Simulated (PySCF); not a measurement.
# CH6Cl2Ga2: NMR shifts at several levels of theory

Aim: compute the NMR shifts of CH6Cl2Ga2 (`[CH3][GaH-]1[Cl+][GaH2-][Cl+]1`) at several levels, and see how far they spread and what each costs.

The runs use PySCF 2.14.0, with density-fitted response routines of our own; the level of theory stands in each step. All values are computed, except where a source is named. Atoms count from 0, in the outputs and in this text.

## 1. The molecule as given

11 atoms, charge 0, multiplicity 1; geometry from: PBE0-D3(BJ)/def2-SVP.

Bonds of the start (Å): C0–Ga1 1.95, Ga1–Cl2 2.40, Cl2–Ga3 2.36, Ga3–Cl4 2.37, Cl4–Ga1 2.39, C0–H5 1.10, C0–H6 1.10, C0–H7 1.10, Ga1–H8 1.56, Ga3–H9 1.56, Ga3–H10 1.56.

## 2. Shielding tensors: PBE0/6-31G*

Job settings and geometry (Å):

```
{"job": {"kind": "nmr", "xc": "PBE0", "basis": "6-31G*", "pop": true}, "charge": 0, "multiplicity": 1}
C     -2.095460    -0.260527    -0.052991
Ga    -0.592524     0.984599    -0.099183
Cl     0.964453     0.235761     1.560315
Ga     2.442926    -0.541630    -0.113366
Cl     0.915446     0.180944    -1.772339
H     -2.246253    -0.704200    -1.048361
H     -3.022747     0.247839     0.249951
H     -1.883464    -1.069196     0.661343
H     -0.437454     2.532464    -0.120971
H      2.357727    -2.094605    -0.087942
H      3.634790     0.456441    -0.152061
```

Level: GIAO PBE0/6-31G* NMR shielding, non-relativistic, gas phase.

The run is started by

```bash
$ OMP_NUM_THREADS=1 python probes_run.py task.json out
```

One launch serves the whole session: the jobs run in the order shown.

The program printed:

```text
coarse grid: 47480 points
cycle   1  E = -4810.3992356146  dE = -8.594e-01  |g| = 7.502e-01  |ddm| = 3.108e+00
cycle   2  E = -4810.3539124171  dE =  4.532e-02  |g| = 9.748e-01  |ddm| = 1.338e+00
cycle   3  E = -4810.4869318648  dE = -1.330e-01  |g| = 2.800e-02  |ddm| = 7.179e-01
cycle   4  E = -4810.4870990216  dE = -1.672e-04  |g| = 1.336e-02  |ddm| = 5.103e-02
cycle   5  E = -4810.4871446923  dE = -4.567e-05  |g| = 2.466e-03  |ddm| = 1.793e-02
cycle   6  E = -4810.4871458283  dE = -1.136e-06  |g| = 7.796e-04  |ddm| = 2.793e-03
final grid: 93512 points
cycle   7  E = -4810.4869795545  dE = -1.337e-09  |g| = 9.897e-04  |ddm| = 1.315e-03
cycle   8  E = -4810.4869794937  dE =  6.079e-08  |g| = 1.290e-03  |ddm| = 1.358e-03
cycle   9  E = -4810.4869796633  dE = -1.696e-07  |g| = 4.303e-05  |ddm| = 7.058e-04
cycle  10  E = -4810.4869796638  dE = -4.620e-10  |g| = 4.434e-06  |ddm| = 5.342e-05
converged SCF energy = -4810.4869796638

GIAO shielding tensors (ppm)
atom      isotropic    diamagn.    paramagn.     s11        s22        s33       span
  0 C      189.772     246.265     -56.493    177.565    186.647    205.106     27.541
  1 Ga    1602.075    2642.606   -1040.530   1417.861   1455.474   1932.891    515.030
  2 Cl     941.550    1149.732    -208.182    789.817    980.030   1054.802    264.985
  3 Ga    1656.738    2641.955    -985.217   1534.133   1550.109   1885.973    351.840
  4 Cl     948.333    1149.593    -201.261    790.085    995.908   1059.006    268.920
  5 H       31.625      28.777       2.848     26.095     30.064     38.716     12.621
  6 H       31.689      28.171       3.518     26.375     28.226     40.466     14.092
  7 H       31.455      29.154       2.301     25.677     30.994     37.696     12.019
  8 H       25.923      28.115      -2.192     19.465     20.036     38.269     18.804
  9 H       26.135      28.165      -2.030     20.030     20.478     37.896     17.865
 10 H       26.096      27.449      -1.353     20.049     20.092     38.147     18.098
```

Wall time 16 s (1 thread of Arm Neoverse V2, shared host); peak memory 0.87 GiB.

The references, computed at this level on geometries of the same kind, shield at (ppm): 1H TMS 31.96, 13C TMS 194.1, 71Ga GaH4- 1880, 35Cl HCl 930. Their shielding less the atom's gives the shift. The references are single molecules in the gas phase. Shifts against hydride references such as AlH4− lie on their own scale. Atoms listed in one row are averaged.

| atoms | environment | σ (ppm) | δ (ppm) |
| --- | --- | --- | --- |
| C0 | methyl carbon bonded to Ga | 189.8 | 4.4 |
| H8 | hydrogen on a Ga bonded to C, 2 Cl, in a 4-membered ring | 25.92 | 6.04 |
| H10 | hydrogen on a Ga bonded to 2 Cl, in a 4-membered ring | 26.10 | 5.87 |
| H9 | hydrogen on a Ga bonded to 2 Cl, in a 4-membered ring | 26.13 | 5.83 |
| H5, H6, H7 | hydrogen on a methyl carbon bonded to Ga | 31.59 | 0.37 |
| Ga1 | Ga bonded to C, 2 Cl, H, in a 4-membered ring | 1602 | 278 |
| Ga3 | Ga bonded to 2 Cl, 2 H, in a 4-membered ring | 1657 | 223 |
| Cl2, Cl4 | chlorine bonded to 2 Ga, in a 4-membered ring | 945 | -15 |

Charges from the same density, by scheme (e):

| atoms | Mulliken | IAO | Hirshfeld | ESP fit |
| --- | --- | --- | --- | --- |
| C0 | -0.65 | -0.72 | -0.22 | -0.32 |
| Ga1 | 0.15 | 0.61 | 0.34 | 0.48 |
| Cl2, Cl4 | -0.17 | -0.24 | -0.13 | -0.23 |
| Ga3 | -0.02 | 0.45 | 0.31 | 0.41 |

Mayer bond orders: C0–Ga1 1.05, Ga1–Cl2 0.59, Cl2–Ga3 0.63, Ga3–Cl4 0.63, Cl4–Ga1 0.59.

## 3. Shielding tensors: PBE0/def2-SVP

Settings changed since step 2:

```diff
@@ -1,2 +1,2 @@
-{"job": {"kind": "nmr", "xc": "PBE0", "basis": "6-31G*", "pop": true}, "charge": 0, "multiplicity": 1}
+{"job": {"kind": "nmr", "xc": "PBE0", "basis": "def2-SVP", "pop": true}, "charge": 0, "multiplicity": 1}
 C     -2.095460    -0.260527    -0.052991
```

Level: GIAO PBE0/def2-SVP NMR shielding, non-relativistic, gas phase.

The program printed:

```text
coarse grid: 47480 points
cycle   1  E = -4810.2001438287  dE = -9.272e-01  |g| = 7.222e-01  |ddm| = 3.214e+00
cycle   2  E = -4810.1570513800  dE =  4.309e-02  |g| = 9.141e-01  |ddm| = 1.242e+00
cycle   3  E = -4810.2838242225  dE = -1.268e-01  |g| = 2.378e-02  |ddm| = 6.890e-01
cycle   4  E = -4810.2839336841  dE = -1.095e-04  |g| = 1.185e-02  |ddm| = 4.376e-02
cycle   5  E = -4810.2839648412  dE = -3.116e-05  |g| = 2.680e-03  |ddm| = 1.568e-02
cycle   6  E = -4810.2839661584  dE = -1.317e-06  |g| = 7.673e-04  |ddm| = 2.726e-03
final grid: 93512 points
cycle   7  E = -4810.2838184900  dE = -3.656e-09  |g| = 9.584e-04  |ddm| = 1.518e-03
cycle   8  E = -4810.2838184109  dE =  7.914e-08  |g| = 1.249e-03  |ddm| = 1.388e-03
cycle   9  E = -4810.2838186158  dE = -2.049e-07  |g| = 2.960e-05  |ddm| = 7.567e-04
cycle  10  E = -4810.2838186160  dE = -2.510e-10  |g| = 4.953e-06  |ddm| = 4.314e-05
converged SCF energy = -4810.2838186160

GIAO shielding tensors (ppm)
atom      isotropic    diamagn.    paramagn.     s11        s22        s33       span
  0 C      192.198     246.669     -54.471    180.978    190.149    205.466     24.488
  1 Ga    1565.575    2639.093   -1073.518   1357.508   1404.645   1934.572    577.064
  2 Cl     957.548    1149.295    -191.747    813.977    990.416   1068.252    254.275
  3 Ga    1606.721    2637.758   -1031.037   1451.099   1490.143   1878.921    427.822
  4 Cl     964.044    1149.187    -185.144    812.377   1007.484   1072.270    259.893
  5 H       30.951      29.504       1.447     25.600     29.104     38.149     12.549
  6 H       30.982      28.077       2.906     25.823     27.237     39.888     14.064
  7 H       30.790      30.526       0.264     25.360     29.911     37.098     11.738
  8 H       25.673      28.372      -2.699     19.432     19.995     37.592     18.160
  9 H       25.842      28.293      -2.451     19.954     20.359     37.214     17.259
 10 H       25.808      27.467      -1.659     19.974     20.034     37.417     17.444
```

Wall time 17 s (1 thread of Arm Neoverse V2, shared host); peak memory 0.88 GiB.

Key values: δ C0 1.5, Ga1 254, Ga3 213, Cl2 8, H8 5.67, H10 5.53 ppm (means over like atoms).

## 4. Nuclear shieldings: PBE0/def2-TZVP

Settings changed since step 3:

```diff
@@ -1,2 +1,2 @@
-{"job": {"kind": "nmr", "xc": "PBE0", "basis": "def2-SVP", "pop": true}, "charge": 0, "multiplicity": 1}
+{"job": {"kind": "nmr", "xc": "PBE0", "basis": "def2-TZVP", "pop": true}, "charge": 0, "multiplicity": 1}
 C     -2.095460    -0.260527    -0.052991
```

With the program's defaults for keys left out, this is: GIAO PBE0/def2-TZVP NMR shielding, non-relativistic, gas phase.

The program printed:

```text
coarse grid: 47480 points
cycle   1  E = -4811.0099293702  dE = -8.478e-01  |g| = 1.080e+00  |ddm| = 2.493e+00
cycle   2  E = -4810.9183573360  dE =  9.157e-02  |g| = 1.461e+00  |ddm| = 1.273e+00
cycle   3  E = -4811.1333945656  dE = -2.150e-01  |g| = 3.383e-02  |ddm| = 7.364e-01
cycle   4  E = -4811.1335747303  dE = -1.802e-04  |g| = 2.226e-02  |ddm| = 4.505e-02
cycle   5  E = -4811.1336861353  dE = -1.114e-04  |g| = 3.106e-03  |ddm| = 1.907e-02
cycle   6  E = -4811.1336876733  dE = -1.538e-06  |g| = 1.614e-03  |ddm| = 3.282e-03
final grid: 93512 points
cycle   7  E = -4811.1334656640  dE =  1.477e-07  |g| = 2.151e-03  |ddm| = 2.614e-03
cycle   8  E = -4811.1334651708  dE =  4.932e-07  |g| = 2.966e-03  |ddm| = 2.790e-03
cycle   9  E = -4811.1334663118  dE = -1.141e-06  |g| = 1.173e-04  |ddm| = 1.554e-03
cycle  10  E = -4811.1334663142  dE = -2.335e-09  |g| = 1.371e-05  |ddm| = 8.649e-05
cycle  11  E = -4811.1334663142  dE = -3.456e-11  |g| = 4.989e-06  |ddm| = 1.209e-05
converged SCF energy = -4811.1334663142

GIAO shielding tensors (ppm)
atom      isotropic    diamagn.    paramagn.     s11        s22        s33       span
  0 C      185.406     246.864     -61.457    173.708    183.227    199.285     25.577
  1 Ga    1454.791    2640.992   -1186.201   1223.972   1293.180   1847.222    623.250
  2 Cl     921.344    1149.861    -228.517    768.137    964.020   1031.874    263.737
  3 Ga    1521.902    2638.176   -1116.274   1353.303   1412.805   1799.598    446.296
  4 Cl     926.270    1149.775    -223.505    765.022    981.877   1031.909    266.888
  5 H       31.209      29.462       1.747     26.131     29.489     38.006     11.875
  6 H       31.188      28.516       2.673     26.355     27.538     39.672     13.317
  7 H       31.042      30.181       0.861     25.921     30.288     36.917     10.996
  8 H       25.649      27.971      -2.322     19.531     20.087     37.330     17.799
  9 H       25.880      27.727      -1.847     20.157     20.500     36.982     16.825
 10 H       25.850      27.059      -1.209     20.122     20.225     37.202     17.080
```

It took 41 s on 1 thread of Arm Neoverse V2, shared host; peak memory 1.2 GiB.

This run: δ C0 1.2, Ga1 291, Ga3 224, Cl2 9, H8 5.83, H10 5.63 ppm (means over like atoms).

## 5. NMR shieldings: PBE0/cc-pVDZ

Settings changed since step 4:

```diff
@@ -1,2 +1,2 @@
-{"job": {"kind": "nmr", "xc": "PBE0", "basis": "def2-TZVP", "pop": true}, "charge": 0, "multiplicity": 1}
+{"job": {"kind": "nmr", "xc": "PBE0", "basis": "cc-pVDZ", "pop": true}, "charge": 0, "multiplicity": 1}
 C     -2.095460    -0.260527    -0.052991
```

With the program's defaults for keys left out, this is: GIAO PBE0/cc-pVDZ NMR shielding, non-relativistic, gas phase.

The program printed:

```text
coarse grid: 47480 points
cycle   1  E = -4810.9719624756  dE = -8.339e-01  |g| = 4.644e-01  |ddm| = 5.867e+00
cycle   2  E = -4810.9636815824  dE =  8.281e-03  |g| = 4.881e-01  |ddm| = 2.489e+00
cycle   3  E = -4811.0308649324  dE = -6.718e-02  |g| = 3.770e-02  |ddm| = 1.233e+00
cycle   4  E = -4811.0312526305  dE = -3.877e-04  |g| = 1.359e-02  |ddm| = 1.005e-01
cycle   5  E = -4811.0313004442  dE = -4.781e-05  |g| = 3.603e-03  |ddm| = 3.794e-02
cycle   6  E = -4811.0313044015  dE = -3.957e-06  |g| = 3.933e-04  |ddm| = 7.980e-03
final grid: 93512 points
cycle   7  E = -4811.0312034885  dE = -3.029e-08  |g| = 3.891e-04  |ddm| = 2.149e-03
cycle   8  E = -4811.0312034720  dE =  1.643e-08  |g| = 4.632e-04  |ddm| = 1.650e-03
cycle   9  E = -4811.0312035328  dE = -6.080e-08  |g| = 3.166e-05  |ddm| = 9.092e-04
cycle  10  E = -4811.0312035331  dE = -2.647e-10  |g| = 4.942e-06  |ddm| = 6.012e-05
converged SCF energy = -4811.0312035331

GIAO shielding tensors (ppm)
atom      isotropic    diamagn.    paramagn.     s11        s22        s33       span
  0 C      194.214     244.176     -49.962    183.055    191.467    208.120     25.065
  1 Ga    1623.416    2639.617   -1016.202   1431.573   1490.515   1948.159    516.586
  2 Cl     939.599    1150.395    -210.796    789.455    982.095   1047.248    257.793
  3 Ga    1679.166    2637.576    -958.409   1544.389   1589.745   1903.365    358.976
  4 Cl     946.185    1150.285    -204.100    787.192   1002.136   1049.229    262.037
  5 H       30.907      28.863       2.043     25.670     29.085     37.964     12.293
  6 H       30.914      27.647       3.267     25.875     27.198     39.669     13.794
  7 H       30.758      29.752       1.006     25.409     29.920     36.944     11.535
  8 H       25.617      28.308      -2.691     19.260     19.860     37.731     18.471
  9 H       25.797      28.102      -2.305     19.812     20.231     37.349     17.538
 10 H       25.781      27.437      -1.655     19.868     19.918     37.558     17.690
```

Run time: 18 s. Hardware: 1 thread of Arm Neoverse V2, shared host; peak memory 0.87 GiB.

This run: δ C0 2.5, Ga1 269, Ga3 213, Cl2 18, H8 5.67, H10 5.51 ppm (means over like atoms).

## 6. Shielding tensors: PBE0/cc-pVTZ

Settings changed since step 5:

```diff
@@ -1,2 +1,2 @@
-{"job": {"kind": "nmr", "xc": "PBE0", "basis": "cc-pVDZ", "pop": true}, "charge": 0, "multiplicity": 1}
+{"job": {"kind": "nmr", "xc": "PBE0", "basis": "cc-pVTZ", "pop": true}, "charge": 0, "multiplicity": 1}
 C     -2.095460    -0.260527    -0.052991
```

With the program's defaults for keys left out, this is: GIAO PBE0/cc-pVTZ NMR shielding, non-relativistic, gas phase.

The program printed:

```text
coarse grid: 47480 points
cycle   1  E = -4811.1310694764  dE = -8.468e-01  |g| = 7.233e-01  |ddm| = 9.074e+00
cycle   2  E = -4811.0974418541  dE =  3.363e-02  |g| = 8.348e-01  |ddm| = 7.827e+00
cycle   3  E = -4811.2192293296  dE = -1.218e-01  |g| = 3.964e-02  |ddm| = 4.919e+00
cycle   4  E = -4811.2195671411  dE = -3.378e-04  |g| = 2.174e-02  |ddm| = 1.612e-01
cycle   5  E = -4811.2196843379  dE = -1.172e-04  |g| = 2.624e-03  |ddm| = 6.335e-02
cycle   6  E = -4811.2196857533  dE = -1.415e-06  |g| = 1.239e-03  |ddm| = 9.345e-03
final grid: 93512 points
cycle   7  E = -4811.2194712978  dE =  8.717e-08  |g| = 1.533e-03  |ddm| = 1.057e-02
cycle   8  E = -4811.2194709612  dE =  3.365e-07  |g| = 1.939e-03  |ddm| = 9.645e-03
cycle   9  E = -4811.2194719019  dE = -9.407e-07  |g| = 8.034e-05  |ddm| = 5.752e-03
cycle  10  E = -4811.2194719033  dE = -1.346e-09  |g| = 6.981e-06  |ddm| = 2.586e-04
cycle  11  E = -4811.2194719033  dE = -1.182e-11  |g| = 4.933e-06  |ddm| = 3.896e-05
converged SCF energy = -4811.2194719033

GIAO shielding tensors (ppm)
atom      isotropic    diamagn.    paramagn.     s11        s22        s33       span
  0 C      186.306     238.369     -52.063    174.910    184.156    199.853     24.943
  1 Ga    1518.025    2638.272   -1120.247   1306.340   1364.381   1883.353    577.013
  2 Cl     933.427    1148.852    -215.425    788.429    972.935   1038.917    250.487
  3 Ga    1580.545    2635.714   -1055.169   1427.705   1475.095   1838.836    411.130
  4 Cl     938.001    1148.785    -210.784    785.895    987.698   1040.410    254.515
  5 H       30.966      28.411       2.555     25.777     29.177     37.944     12.167
  6 H       30.934      28.169       2.766     25.948     27.243     39.613     13.665
  7 H       30.798      28.583       2.215     25.544     30.002     36.848     11.305
  8 H       25.611      27.869      -2.258     19.480     20.022     37.331     17.851
  9 H       25.834      27.911      -2.077     20.086     20.437     36.978     16.892
 10 H       25.802      27.179      -1.377     20.049     20.158     37.200     17.152
```

Run time: 56 s. Hardware: 1 thread of Arm Neoverse V2, shared host; peak memory 1.2 GiB.

In short: δ C0 1.0, Ga1 284, Ga3 221, Cl2 17, H8 5.68, H10 5.49 ppm (means over like atoms).

## 7. Shielding tensors: PBE0/aug-cc-pVDZ

Settings changed since step 6:

```diff
@@ -1,2 +1,2 @@
-{"job": {"kind": "nmr", "xc": "PBE0", "basis": "cc-pVTZ", "pop": true}, "charge": 0, "multiplicity": 1}
+{"job": {"kind": "nmr", "xc": "PBE0", "basis": "aug-cc-pVDZ", "pop": true}, "charge": 0, "multiplicity": 1}
 C     -2.095460    -0.260527    -0.052991
```

Method: GIAO PBE0/aug-cc-pVDZ NMR shielding, non-relativistic, gas phase.

The program printed:

```text
coarse grid: 47480 points
cycle   1  E = -4810.9818319843  dE = -8.404e-01  |g| = 4.775e-01  |ddm| = 6.450e+00
cycle   2  E = -4810.9712782158  dE =  1.055e-02  |g| = 5.060e-01  |ddm| = 2.843e+00
cycle   3  E = -4811.0403765053  dE = -6.910e-02  |g| = 4.273e-02  |ddm| = 1.384e+00
cycle   4  E = -4811.0408856395  dE = -5.091e-04  |g| = 1.301e-02  |ddm| = 1.207e-01
cycle   5  E = -4811.0409267549  dE = -4.112e-05  |g| = 3.982e-03  |ddm| = 3.762e-02
cycle   6  E = -4811.0409314998  dE = -4.745e-06  |g| = 6.017e-04  |ddm| = 9.416e-03
final grid: 93512 points
cycle   7  E = -4811.0408332716  dE = -3.768e-08  |g| = 6.748e-04  |ddm| = 7.203e-03
cycle   8  E = -4811.0408332122  dE =  5.938e-08  |g| = 8.218e-04  |ddm| = 3.013e-03
cycle   9  E = -4811.0408334065  dE = -1.943e-07  |g| = 4.271e-05  |ddm| = 1.663e-03
cycle  10  E = -4811.0408334070  dE = -5.230e-10  |g| = 8.295e-06  |ddm| = 9.422e-05
converged SCF energy = -4811.0408334070

GIAO shielding tensors (ppm)
atom      isotropic    diamagn.    paramagn.     s11        s22        s33       span
  0 C      193.404     198.993      -5.588    181.675    190.319    208.219     26.544
  1 Ga    1606.232    2633.749   -1027.516   1401.184   1472.397   1945.117    543.933
  2 Cl     942.428    1150.573    -208.144    790.692    988.425   1048.169    257.477
  3 Ga    1670.947    2635.697    -964.750   1524.079   1586.128   1902.635    378.555
  4 Cl     944.718    1150.296    -205.578    787.508    998.857   1047.790    260.282
  5 H       30.988      26.043       4.944     25.897     29.232     37.834     11.938
  6 H       31.009      29.840       1.169     26.185     27.294     39.548     13.363
  7 H       30.819      25.174       5.645     25.703     30.048     36.708     11.005
  8 H       25.465      25.345       0.119     19.236     19.809     37.350     18.115
  9 H       25.678      26.428      -0.750     19.858     20.178     36.998     17.141
 10 H       25.658      25.893      -0.236     19.805     19.942     37.226     17.422
```

Wall time 34 s (1 thread of Arm Neoverse V2, shared host); peak memory 0.99 GiB.

This run: δ C0 1.7, Ga1 269, Ga3 204, Cl2 24, H8 5.93, H10 5.74 ppm (means over like atoms).

## 8. NMR shieldings: PBE0/pcSseg-0

Settings changed since step 7:

```diff
@@ -1,2 +1,2 @@
-{"job": {"kind": "nmr", "xc": "PBE0", "basis": "aug-cc-pVDZ", "pop": true}, "charge": 0, "multiplicity": 1}
+{"job": {"kind": "nmr", "xc": "PBE0", "basis": "pcSseg-0", "pop": true}, "charge": 0, "multiplicity": 1}
 C     -2.095460    -0.260527    -0.052991
```

Method: GIAO PBE0/pcSseg-0 NMR shielding, non-relativistic, gas phase.

The program printed:

```text
coarse grid: 47480 points
cycle   1  E = -4805.4625517215  dE = -1.882e+00  |g| = 4.130e-01  |ddm| = 3.193e+00
cycle   2  E = -4805.4678737638  dE = -5.322e-03  |g| = 3.881e-01  |ddm| = 1.124e+00
cycle   3  E = -4805.5072295763  dE = -3.936e-02  |g| = 4.567e-02  |ddm| = 5.252e-01
cycle   4  E = -4805.5077537643  dE = -5.242e-04  |g| = 1.448e-02  |ddm| = 7.308e-02
cycle   5  E = -4805.5078055466  dE = -5.178e-05  |g| = 2.981e-03  |ddm| = 2.109e-02
cycle   6  E = -4805.5078079902  dE = -2.444e-06  |g| = 2.893e-04  |ddm| = 5.577e-03
final grid: 93512 points
cycle   7  E = -4805.5076111647  dE = -3.236e-08  |g| = 3.337e-04  |ddm| = 1.506e-03
cycle   8  E = -4805.5076111645  dE =  1.792e-10  |g| = 3.345e-04  |ddm| = 1.016e-03
cycle   9  E = -4805.5076111941  dE = -2.961e-08  |g| = 2.632e-05  |ddm| = 5.084e-04
cycle  10  E = -4805.5076111943  dE = -1.728e-10  |g| = 4.004e-06  |ddm| = 3.142e-05
converged SCF energy = -4805.5076111943

GIAO shielding tensors (ppm)
atom      isotropic    diamagn.    paramagn.     s11        s22        s33       span
  0 C      190.649     256.765     -66.116    178.074    189.057    204.817     26.742
  1 Ga    1567.037    2629.291   -1062.254   1333.433   1411.329   1956.349    622.916
  2 Cl     999.238    1148.333    -149.095    822.257   1031.942   1143.515    321.258
  3 Ga    1633.665    2631.254    -997.589   1467.658   1535.629   1897.708    430.050
  4 Cl    1004.979    1148.406    -143.428    819.086   1047.444   1148.406    329.320
  5 H       32.470      30.327       2.144     27.239     30.541     39.631     12.392
  6 H       32.428      30.081       2.347     27.463     28.682     41.140     13.678
  7 H       32.365      30.452       1.913     26.969     31.487     38.640     11.672
  8 H       26.491      28.517      -2.026     20.335     20.703     38.433     18.098
  9 H       26.655      28.247      -1.592     21.005     21.241     37.719     16.714
 10 H       26.646      28.164      -1.519     20.808     21.118     38.011     17.202
```

It took 9.9 s on 1 thread of Arm Neoverse V2, shared host; peak memory 0.65 GiB.

In short: δ C0 2.9, Ga1 347, Ga3 280, Cl2 -50, H8 6.34, H10 6.19 ppm (means over like atoms).

## 9. Comparing the runs: NMR shifts

Shifts (ppm) of some atoms, chosen among heavy atoms and hydrogens apart, means over like atoms, with basis size and wall time:

| run | C0 | H8 | H10 | H9 | Ga1 | Ga3 | Cl2 | functions | time |
| --- | --- | --- | --- | --- | --- | --- | --- | --- | --- |
| PBE0/6-31G* | 4.4 | 6.04 | 5.87 | 5.83 | 278 | 223 | -15 | 126 | 16 s |
| PBE0/def2-SVP | 1.5 | 5.67 | 5.53 | 5.50 | 254 | 213 | 8 | 144 | 17 s |
| PBE0/def2-TZVP | 1.2 | 5.83 | 5.63 | 5.60 | 291 | 224 | 9 | 237 | 41 s |
| PBE0/cc-pVDZ | 2.5 | 5.67 | 5.51 | 5.49 | 269 | 213 | 18 | 134 | 18 s |
| PBE0/cc-pVTZ | 1.0 | 5.68 | 5.49 | 5.46 | 284 | 221 | 17 | 268 | 56 s |
| PBE0/aug-cc-pVDZ | 1.7 | 5.93 | 5.74 | 5.72 | 269 | 204 | 24 | 203 | 34 s |
| PBE0/pcSseg-0 | 2.9 | 6.34 | 6.19 | 6.18 | 347 | 280 | -50 | 97 | 9.9 s |

## 10. Results

| quantity | value |
| --- | --- |
| 13C shifts against TMS (PBE0/6-31G*) | 4.4 ppm |
| 1H shifts against TMS (PBE0/6-31G*, means over atoms taken as alike) | 6.04, 5.87, 5.83, 0.37 ppm |
| 71Ga shifts against GaH4- (PBE0/6-31G*) | 278, 223 ppm |
| 35Cl shifts against HCl (PBE0/6-31G*, means over atoms taken as alike) | -15 ppm |
| range of the shift of Ga1 | 254 to 347 ppm |

What this shows: Single values in the summary come from the first run of each kind that ended normally (PBE0/6-31G*), which need not be the best level. At PBE0/6-31G*: The largest span, 515 ppm, is at Ga1, where the paramagnetic term is -1041 ppm. Across the 7 runs the shift of Ga1 moves most, between 254 (PBE0/def2-SVP) and 347 ppm (PBE0/pcSseg-0). Most of that comes from the computed reference, not from the atom's own shielding. Spin-orbit coupling is left out, which matters for shieldings and couplings at and beside the heavy atoms.
